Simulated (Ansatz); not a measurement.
# BrH2MgN (SMILES [NH2][Mg][Br]): a rigid scan of the bond length N1–H5

An exercise on one series of results from a longer session: the logs are not shown, and one member is left open.

The runs use Ansatz 0.2.0, Gaussian basis; single points in def2-TZVPP.

Levels: PBE-D4, r2SCAN-D4, PBE0-D4, B3LYP-D4, wB97M-V, Hartree-Fock, MP2, CCSD, CCSD(T). The scan takes 0.827, 0.870, 0.932, 1.005, 1.085, 1.172, 1.264, 1.361, 1.463 Å.

Correlated methods freeze the cores. Filled d shells of the heavier atoms are correlated. The outer core shell of Li, Na, Mg and K is correlated. B3LYP uses VWN-RPA correlation.

19 further runs of the same task are left out: 19 set aside as unsound or not needed.

## The system as given

The minimum, relaxed at PBE0-D4: SMILES `[NH2][Mg][Br]`, 5 atoms, charge 0, spin multiplicity 1.

Atoms are counted from 1 here; the program's logs count them from 0.

Bond lengths: N1–Mg2 1.874 Å, N1–H4 1.009 Å, N1–H5 1.009 Å, Mg2–Br3 2.334 Å. Angles: Mg2–N1–H4 126.3°, Mg2–N1–H5 126.3°, H4–N1–H5 107.4°, N1–Mg2–Br3 180.0°.

As a file:

```
N    -0.6758    0.5634   -0.3966
Mg    0.6392   -0.5447    0.3475
Br    2.2775   -1.9253    1.2742
H    -0.8641    1.5211   -0.1420
H    -1.3270    0.3118   -1.1246
```

Energies of the minimum (eV), from earlier single points: PBE-D4 -77000.94584, r2SCAN-D4 -77014.80100, PBE0-D4 -77004.00922, B3LYP-D4 -77018.27170, wB97M-V -77011.91500, CCSD(T) -76967.32517.

At the minimum the bond length N1–H5 is 1.009 Å.

The first run:

Contents of ccsdt-tzvpp/in.yaml:

```yaml
crystal:
  periodic: [false, false, false]
  atoms:
    - {symbol: N, position_ang: [-0.675768, 0.563432, -0.396575]}
    - {symbol: Mg, position_ang: [0.639232, -0.544706, 0.347478]}
    - {symbol: Br, position_ang: [2.277542, -1.925320, 1.274173]}
    - {symbol: H, position_ang: [-0.864139, 1.521051, -0.142011]}
    - {symbol: H, position_ang: [-1.209703, 0.357148, -0.993474]}
basis:
  gaussian: {orbitals: def2-TZVPP}
correlation: {method: ccsd_t}
```

The command line of these runs was not kept.

Steps of the session up to this table: N1–H5 = 0.827 Å; N1–H5 = 0.870 Å; N1–H5 = 0.932 Å; N1–H5 = 1.005 Å; N1–H5 = 1.085 Å; N1–H5 = 1.172 Å; N1–H5 = 1.264 Å; N1–H5 = 1.361 Å; N1–H5 = 1.463 Å.

One of the session's tables, all rows but one given; the rest of the session is left out.

Energies less that of the minimum at the same level (kcal/mol):

| bond length (Å) | PBE-D4 | PBE0-D4 | B3LYP-D4 | wB97M-V | Hartree-Fock |
| --- | --- | --- | --- | --- | --- |
| 0.827 | 27.5 | 26.1 | 26.0 | 26.0 | 24.0 |
| 0.870 | 14.8 | 13.7 | 13.7 | 13.6 | 12.0 |
| 0.932 | 4.2 | 3.6 | 3.6 | 3.6 | 2.6 |
| 1.005 | 0.0 | 0.0 | 0.0 | 0.0 | 0.0 |
| 1.009 (minimum) | 0.0 | 0.0 | 0.0 | 0.0 | 0.0 |
| 1.085 | ? | ? | ? | ? | ? |
| 1.172 | 8.8 | 10.3 | 9.9 | 10.2 | 12.5 |
| 1.264 | 18.8 | 21.2 | 20.4 | 21.1 | 24.8 |
| 1.361 | 30.6 | 34.0 | 32.8 | 33.9 | 39.1 |
| 1.463 | 43.5 | 47.9 | 46.1 | 47.9 | 54.6 |

Q: Estimate the row for bond length (Å) = 1.085 from the others.

**Answer.** PBE-D4: 2.0; PBE0-D4: 2.7; B3LYP-D4: 2.5; wB97M-V: 2.7; Hartree-Fock: 3.7.

Caveats from the session: A polynomial through the near points puts the CCSD(T) minimum 0.001 Å below the PBE0-D4 value.
